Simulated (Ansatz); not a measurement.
Write a Python script for Ansatz's Python interface that makes a scan of the energy under strain of ZnGe3, space group Pm-3m. Settings (first run): PBEsol, PAW, cutoff 520 eV, 8×8×8 k-points, Fermi-Dirac smearing of 0.1 eV.

```
Zn Ge
1.0
     4.22236    0.00000    0.00000
     0.00000    4.22236    0.00000
     0.00000    0.00000    4.22236
Zn Ge
1 3
Direct
  0.00000 0.00000 0.00000
  0.00000 0.50000 0.50000
  0.50000 0.00000 0.50000
  0.50000 0.50000 0.00000
```

`strain_znge3.py`
```python
import ansatz as az
import numpy as np

XC = 'pbesol'
FILLING = 'Fermi-Dirac'
TOLERANCE = 1e-09
ECUT = 520
MESH = (8, 8, 8)

vectors0 = np.array([
    [4.222363, 0.0, 0.0],
    [0.0, 4.222363, 0.0],
    [0.0, 0.0, 4.222363],
])
sites = [
    ('Zn', (0.0, 0.0, 0.0)),
    ('Ge', (0.0, 0.5, 0.5)),
    ('Ge', (0.5, 0.0, 0.5)),
    ('Ge', (0.5, 0.5, 0.0)),
]


def crystal_on(cell):
    crystal = az.Crystal(lattice=az.Lattice.of(cell))
    for symbol, position in sites:
        crystal = crystal.atom(symbol, position)
    return crystal


def main() -> None:
    values = np.linspace(-0.02, 0.02, 7)
    energies = []
    for d in values:
        strain = np.diag([0, 0, d])
        cell = vectors0 @ (np.eye(3) + strain)
        job = (
            crystal_on(cell).calculation()
            .functional(XC)
            .pseudopotentials('paw')
            .occupations(FILLING)
            .scf(tolerance=TOLERANCE)
            .basis(ECUT)
            .kpoints(*MESH)
        )
        data = job.run(threads=1, pin='off').report
        energies.append(data['free_energy_ev'] / len(sites))
        print(f'd = {d:+.4f}  F = {energies[-1]:.5f} eV/atom')
    energies = np.array(energies)

    for value, e in zip(values, energies):
        print(f'strain {value:7.3f}   E - Emin = {1000 * (e - energies.min()):9.3f} meV/atom')
    curvature = 2 * np.polyfit(values, energies, 3)[1]
    volume = abs(np.linalg.det(vectors0)) / len(sites)
    print(f'd2E/dd2 over the volume: {curvature / volume * 160.21766:.1f} GPa')


if __name__ == '__main__':
    main()
```

```console
$ python strain_znge3.py
d = -0.0200  F = -4010.09431 eV/atom
d = -0.0133  F = -4010.09155 eV/atom
d = -0.0067  F = -4010.08862 eV/atom
d = +0.0000  F = -4010.08557 eV/atom
d = +0.0067  F = -4010.08243 eV/atom
d = +0.0133  F = -4010.07918 eV/atom
d = +0.0200  F = -4010.07580 eV/atom
strain  -0.020   E - Emin =     0.000 meV/atom
strain  -0.013   E - Emin =     2.758 meV/atom
strain  -0.007   E - Emin =     5.689 meV/atom
strain   0.000   E - Emin =     8.740 meV/atom
strain   0.007   E - Emin =    11.885 meV/atom
strain   0.013   E - Emin =    15.130 meV/atom
strain   0.020   E - Emin =    18.506 meV/atom
d2E/dd2 over the volume: 22.1 GPa
```

Against the unstrained cell the energy per atom changes by -8.74 meV at one end of the scan and +9.77 meV at the other, and its second derivative over the volume is 22.1 GPa. The lowest row is an end of the scan, as the cell stands under stress.

What to keep in mind:
- Total energies depend on the potentials; only differences at equal settings carry meaning.
- The curvature belongs to this strain pattern and to the cell's stress; it equals a single elastic constant only for simple patterns.
- In a metal a curvature from energy changes of a few meV or less hangs on mesh and smearing, in size and even in sign.
- This cell is a computed structure, which may not be the phase found in nature.
- The ions keep their fractional positions (clamped ions).
- Hardware and time: 82 s on 1 thread of Arm Neoverse V1, on a shared host, peak memory 0.53 GiB.
